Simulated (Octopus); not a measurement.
# SiF (R-3m) in Octopus: reference runs

Aim: a first look at SiF with PBE, on the cell as given.

All numbers are computed with Octopus 16.4; they aren't measurements. Logs are shortened: lines on timing, memory, paths and dates and some standing lists are left out, and cuts for length are marked.

## Step 1: The crystal as given

The structure is trigonal, space group R-3m (No. 166). Conventional cell: a = 2.677 Å, b = 2.677 Å, c = 11.695 Å, α = 90.00°, β = 90.00°, γ = 120.00°. Si (site symmetry -3m) has 6 F at 2.49 Å and 6 Si at 2.68 Å as nearest neighbours. Around F (site symmetry -3m) lie 6 Si at 2.49 Å and 6 F at 2.68 Å.

The cell was built by a generator and needn't be a form met in nature.

## Step 2: Single point, PBE

Input file inp:

```
CalculationMode = gs
UnitsOutput = eV_Angstrom
PeriodicDimensions = 3
ExperimentalFeatures = yes
PseudopotentialSet = pseudodojo_pbe
%LatticeParameters
 1*angstrom | 1*angstrom | 1*angstrom
%
%LatticeVectors
 1.3386 | 0.77284 | 3.89831
 -1.3386 | 0.77284 | 3.89831
 0 | -1.54568 | 3.89831
%
%ReducedCoordinates
 "Si" | 0.5 | 0.5 | 0.5
 "F" | 0 | 0 | 0
%
%Spacing
 0.13104878*angstrom | 0.13104878*angstrom | 0.13104876*angstrom
%
DerivativesOrder = 8
%KPointsGrid
 12 | 12 | 12
%
KPointsUseSymmetries = yes
XCFunctional = gga_x_pbe + gga_c_pbe
SmearingFunction = fermi_dirac
Smearing = 0.05*eV
ExtraStates = 6
Eigensolver = chebyshev_filter
ConvRelDens = 3e-7
MaximumIter = 120
```

Potentials or basis: pseudodojo_pbe (PseudoDojo 0.5, PBE).

Launch:

```console
> OMP_NUM_THREADS=1 octopus > out.log
```

out.log:

```text
Running octopus

[... 13 lines left out ...]

Input: [AllElectronType = no]
Input: [PseudopotentialSet = pseudodojo_pbe]
Reading Coordinates from ReducedCoordinates block

****************************** Species *******************************
  Species 'Si'
    type             : pseudopotential
    file             : 'Si.upf'
    file format      : UPF2
    valence charge   : 4.0
    atomic number    :  14
    form on file     : kleinman-bylander
    lmax             : 2
    llocal           : -1
    projectors per l : 2
    total projectors : 6
    application form : kleinman-bylander
    orbitals         :  4
    bound orbitals   :  4

  Species 'F'
    type             : pseudopotential
    file             : 'F.upf'
    file format      : UPF2
    valence charge   : 7.0
    atomic number    :   9
    form on file     : kleinman-bylander
    lmax             : 2
    llocal           : -1
    projectors per l : 2
    total projectors : 6
    application form : kleinman-bylander
    orbitals         :  4
    bound orbitals   :  4

**********************************************************************

***************************** Symmetries *****************************
Space group No.  166
International: R-3m
Schoenflies: D3d^5
Info: The system has    12 symmorphic symmetries that can be used.
  Index                Rotation matrix                      Fractional translations
    1 :     1   0   0     0   1   0     0   0   1      0.000000    0.000000    0.000000
    2 :    -1   0   0     0  -1   0     0   0  -1      0.000000    0.000000    0.000000
    3 :     0   1   0     0   0   1     1   0   0      0.000000    0.000000    0.000000
    4 :     0  -1   0     0   0  -1    -1   0   0      0.000000    0.000000    0.000000
    5 :     0   0   1     1   0   0     0   1   0      0.000000    0.000000    0.000000
    6 :     0   0  -1    -1   0   0     0  -1   0      0.000000    0.000000    0.000000
    7 :     0   0  -1     0  -1   0    -1   0   0      0.000000    0.000000    0.000000
    8 :     0   0   1     0   1   0     1   0   0      0.000000    0.000000    0.000000
    9 :     0  -1   0    -1   0   0     0   0  -1      0.000000    0.000000    0.000000
   10 :     0   1   0     1   0   0     0   0   1      0.000000    0.000000    0.000000
   11 :    -1   0   0     0   0  -1     0  -1   0      0.000000    0.000000    0.000000
   12 :     1   0   0     0   0   1     0   1   0      0.000000    0.000000    0.000000
Info: The system also has     0 nonsymmorphic symmetries (not used for electrons).
**********************************************************************

Input: [CurvMethod = curv_affine]
Input: [DerivativesStencil = stencil_stargeneral]

****************************** Lattice *******************************
  Lattice Vectors [A]
    1.338600    0.772840    3.898310
   -1.338600    0.772840    3.898310
    0.000000   -1.545680    3.898310
  Cell volume =            24.1974 [A^3]
  Reciprocal-Lattice Vectors [A^-1]
    2.346924    1.354999    0.537257
   -2.346924    1.354999    0.537257
    0.000000   -2.709998    0.537257
  Cell angles [degree]
    alpha =   37.230
    beta  =   37.230
    gamma =   37.230
**********************************************************************

Checking if the generated full k-point grid is symmetric

   189 k-points generated from parameters :
 ---------------------------------------------------
    n =   12   12   12

    s1  =  0.00  0.00  0.00
[... 227 lines left out ...]
  Correlation
    Perdew, Burke & Ernzerhof (GGA)
    [1] J. P. Perdew, K. Burke, and M. Ernzerhof.,  Phys. Rev. Lett. 77, 3865 (1996)
    [2] J. P. Perdew, K. Burke, and M. Ernzerhof.,  Phys. Rev. Lett. 78, 1396 (1997)

**********************************************************************
[... 5 lines left out ...]
**********************************************************************

Info: FFT grid dimensions       = 32 x 32 x 32
      Total grid size           = 32768 (      0.2 MiB )
Input: [FilterPotentials = filter_TS]
Info: Pseudopotential for Si
  Radii for localized parts:
    local part     =  1.2 A
    non-local part =  1.4 A
    orbitals       =  5.8 A

Info: Pseudopotential for F
  Radii for localized parts:
    local part     =  1.2 A
    non-local part =  1.3 A
    orbitals       =  3.5 A

Input: [RelativisticCorrection = non_relativistic]
[... 33 lines left out ...]
** Warning:
**   Cannot do LCAO for all states because there are not enough atomic orbitals.
**   Required: 12. Available: 8. 4 orbitals will be randomized.

Info: Unnormalized total charge =     11.001757
Info: Renormalized total charge =     11.000000

** Warning:
**   Symmetrization discrepancy ratio (scalar) =  1.78996E-06

Info: Setting up Hamiltonian.
Info: Performing initial LCAO calculation with      8 orbitals.
Info: Getting Hamiltonian matrix elements.

Eigenvalues [eV]
 #st  Spin   Eigenvalue      Occupation
#k =       1, k = (  0.000000,  0.000000,  0.000000)
   1   --   -22.341257       2.000000
   2   --    -6.568299       2.000000
   3   --    -4.950870       2.000000
   4   --    -1.932908       2.000000
   5   --    -1.932900       2.000000
   6   --     6.445883       2.000000
   7   --    15.284942       1.999797
   8   --    15.284961       1.999797
#k =       2, k = (  0.083333,  0.000000,  0.000000)
   1   --   -22.247799       2.000000
   2   --    -6.487480       2.000000
   3   --    -4.699594       2.000000
   4   --    -1.714366       2.000000
   5   --    -1.518244       2.000000
   6   --     6.644212       2.000000
   7   --    15.447002       1.994824
   8   --    15.450420       1.994459
[... 187 further k-points ...]
Fermi energy =    15.744714 eV
Generating random wavefunctions for states        9 and above
Orthogonalizing wavefunctions.
Info: Ground-state restart information will be written to 'restart/gs'.
Info: SCF using complex wavefunctions.
Info: Starting SCF iteration.

** Warning:
**   Symmetrization discrepancy ratio (scalar) =  3.87823E-02

*********************** SCF CYCLE ITER #    1 ************************
 etot  = -8.32350470E+02 abs_ev   =  6.67E+01 rel_ev   =  9.76E-01
 ediff =        3.06E+01 abs_dens =  1.25E+00 rel_dens =  1.14E-01
Matrix vector products: 4725
Converged eigenvectors: 0

#  State  KPoint  Eigenvalue [eV]  Occupation    Error
      1       1      -22.353231    2.000000   ( 4.0E-04)
      1       5      -22.349279    2.000000   ( 5.5E-04)
      1      24      -22.338449    2.000000   ( 5.3E-04)
      1      70      -22.323555    2.000000   ( 8.7E-04)
      1       2      -22.311235    2.000000   ( 6.7E-04)
      1       3      -22.309966    2.000000   ( 4.9E-04)
      1     134      -22.308562    2.000000   ( 8.9E-04)
      1      10      -22.305051    2.000000   ( 7.6E-04)
[... 23 lines left out ...]
     12     122       27.948142    0.000000   ( 3.4E-01)
     12      37       28.189087    0.000000   ( 3.2E-01)
     12      23       28.220407    0.000000   ( 3.7E-01)
     12      22       28.899843    0.000000   ( 3.5E-01)
     12     182       29.559805    0.000000   ( 3.5E-01)
     12     117       30.199843    0.000000   ( 3.9E-01)
     12     110       30.305284    0.000000   ( 3.3E-01)
     12      61       30.319771    0.000000   ( 3.5E-01)

Density of states:

------------------------%-%-------------------------------------------
-%----------------------%-%-------------------------------------------
-%----------------------%-%-------------------------------------------
-%----------------------%-%-------------------------------------------
-%----------------------%-%-------------------------------------------
-%---------------------%%-%-------------------------------------------
-%--------------------%%%%%%%---------%-%%------%---------------------
%%--------------------%%%%%%%------%-%%%%%-----%%%%%%%%%%-%-----------
%%------------------%%%%%%%%%%--%%%%%%%%%%-%%--%%%%%%%%%%%%-%%%-------
%%-----------------%%%%%%%%%%%%%%%%%%%%%%%%%%%%%%%%%%%%%%%%%%%%%%%----
                                  ^

Fermi energy =     3.945867 eV

**********************************************************************

*********************** SCF CYCLE ITER #    2 ************************
 etot  = -7.85649479E+02 abs_ev   =  1.39E+01 rel_ev   =  2.54E-01
 ediff =        1.72E+00 abs_dens =  6.55E-01 rel_dens =  5.96E-02
Matrix vector products: 4725
Converged eigenvectors: 0
[... 163 lines left out ...]
*********************** SCF CYCLE ITER #   16 ************************
 etot  = -7.85271350E+02 abs_ev   =  3.54E-05 rel_ev   =  6.46E-07
 ediff =        3.88E-06 abs_dens =  1.60E-06 rel_dens =  1.46E-07
Matrix vector products: 4725
Converged eigenvectors: 0

#  State  KPoint  Eigenvalue [eV]  Occupation    Error
      1       1      -20.367441    2.000000   ( 9.5E-08)
      1       5      -20.361321    2.000000   ( 9.4E-08)
      1      24      -20.344505    2.000000   ( 9.5E-08)
      1      70      -20.321296    2.000000   ( 9.5E-08)
      1       2      -20.318171    2.000000   ( 9.5E-08)
      1       3      -20.316201    2.000000   ( 9.6E-08)
      1      10      -20.308588    2.000000   ( 9.6E-08)
      1      16      -20.303176    2.000000   ( 9.6E-08)
[... 23 lines left out ...]
     12     133       22.000364    0.000000   ( 3.0E-02)
     12     114       22.059875    0.000000   ( 2.8E-02)
     12       5       22.153796    0.000000   ( 4.3E-02)
     12     120       22.300379    0.000000   ( 3.7E-02)
     12     112       23.053901    0.000000   ( 2.9E-02)
     12     126       23.361527    0.000000   ( 1.6E-02)
     12      83       23.474252    0.000000   ( 1.8E-02)
     12      97       23.576893    0.000000   ( 1.9E-02)

Density of states:

-%--------------------------------------------------------------------
-%-----------------------------%--------------------------------------
-%-----------------------------%--------------------------------------
-%--------------------------%--%%-------------------------------------
-%--------------------------%--%%-------------------------------------
-%--------------------------%--%%------------%------------------------
-%--------------------------%-%%%------------%--------%----%%%-%%-----
-%-------------------------%%%%%%--------%%%%%------%%%%%%%%%%-%%-----
%%----------------------%%%%%%%%%%-%%-%%-%%%%%--%-%%%%%%%%%%%%%%%-----
%%-----------------%%%%%%%%%%%%%%%%%%%%%%%%%%%%%%%%%%%%%%%%%%%%%%%%---
                                      ^

Fermi energy =     3.631479 eV

**********************************************************************

Info: SCF converged in   16 iterations

** Warning:
**   Some of the states are not fully converged!

Info: Number of matrix-vector products:      75600
Info: Finished writing information to 'restart/gs'.

Octopus emitted 20 warnings.
```

Wall time 38 min (1 thread of Arm Neoverse V1, shared host); peak memory 4 GiB.

What came out:

| Item | Value |
| --- | --- |
| Free energy | -785.2752 eV |
| Band gap on the k mesh | none (metal or under the smearing width) |

Levels at points of the mesh, in eV from the Fermi level:
```
           k point  band 3  band 4  band 5  band 6  band 7  band 8
(0.00, 0.00, 0.00)   -7.36   -3.48   -3.48    3.22    7.65   11.01
(0.50, 0.00, 0.00)   -5.84   -4.58   -4.05   -2.10    2.88    6.06
(0.50, 0.50, 0.00)   -6.62   -5.01   -4.12   -1.61    5.21    6.50
(0.50, 0.50, 0.50)   -3.49   -3.49   -3.30   -0.84   10.65   10.65
```

Caveat: an odd number of electrons without spin polarisation forces a metal; a magnetic or distorted state may lie lower.
